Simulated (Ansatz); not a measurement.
# MgHSe (quartet): wave-function methods side by side, cc-pVDZ

The task here is to estimate one member of a computed series from the others.

Computed with Ansatz 0.2.0, Gaussian basis. Level: cc-pVDZ, core rule «outside noble gas», up to 19 orbitals frozen.

To be run: UHF; CCSD(T) on ROHF; CCSD(T) on UHF; BCCD(T) on ROHF; CISD as a restricted active space (open shells left free, so some higher excitations enter); CCSDT(Q) on ROHF; CCSDT(Q) on UHF.

34 further runs of the same task are left out: 14 for a known fault of the program, 7 that didn't finish, 13 set aside as unsound or not needed. Runs told in other sessions of the task aren't counted.

## The system

The geometry is a PBE0/def2-TZVP stationary point (not a proven minimum) of the parent state, kept for this charge and spin. No spin-orbit coupling is included. The filled d shell of Se may be among the frozen orbitals whatever the setting's name suggests.

3 atoms, charge 0, spin multiplicity 4.

Atoms are counted from 1 here; the program's logs count them from 0.

Bond lengths: Se1–Mg2 2.434 Å, Mg2–H3 1.695 Å. Angles: Se1–Mg2–H3 180.0°.

Set-up of the first run:

in.yaml reads:

```yaml
crystal:
  periodic: [false, false, false]
  atoms:
    - {symbol: Se, position_ang: [0.000000, 0.000000, 2.187600]}
    - {symbol: Mg, position_ang: [0.000000, 0.000000, -0.246500]}
    - {symbol: H, position_ang: [0.000000, 0.000000, -1.941100]}
basis:
  gaussian: {orbitals: cc-pVDZ}
magnetization: {spin_polarized: true, initial_magnetization: 3}
hamiltonian: {xc: hf}
output: {orbitals: {seedname: orbitals}}
```

Command:

```
$ ansatz run in.yaml --threads 1 --pin off --events-out ev --progress --plain --max-ram 2393MiB
```

Steps of the session up to this table: UHF; CCSD(T) on ROHF; CCSD(T) on UHF; BCCD(T) on ROHF; CISD as a restricted active space (open shells left free, so some higher excitations enter); CCSDT(Q) on ROHF; CCSDT(Q) on UHF.

One of the session's tables, all rows but one given; the rest of the session is left out.

| method | from UCCSDT(Q) (meV) |
| --- | --- |
| ROHF | +3959.9 |
| UHF | ? |
| RMP2 | +828.2 |
| UMP2 | +839.1 |
| CISD | +318.9 |
| RCCSD | +110.0 |
| UCCSD | +97.5 |
| RCCSD(T) | +35.5 |
| UCCSD(T) | +26.9 |
| BCCD(T) | +35.7 |
| RCCSDT | +13.5 |
| UCCSDT | +5.2 |
| RCCSDT(Q) | +8.2 |
| UCCSDT(Q) | 0 |

Q: Estimate the row for UHF from the others.

The run gave: from UCCSDT(Q) (meV): +3817.0. In the column «from UCCSDT(Q) (meV)» it lies between UMP2 (+839.1) and ROHF (+3959.9).

To keep in mind: Restricted and unrestricted rows rest on different reference determinants; a gap between their highest levels can come from leftover correlation error, from unlike frozen cores or from another state.
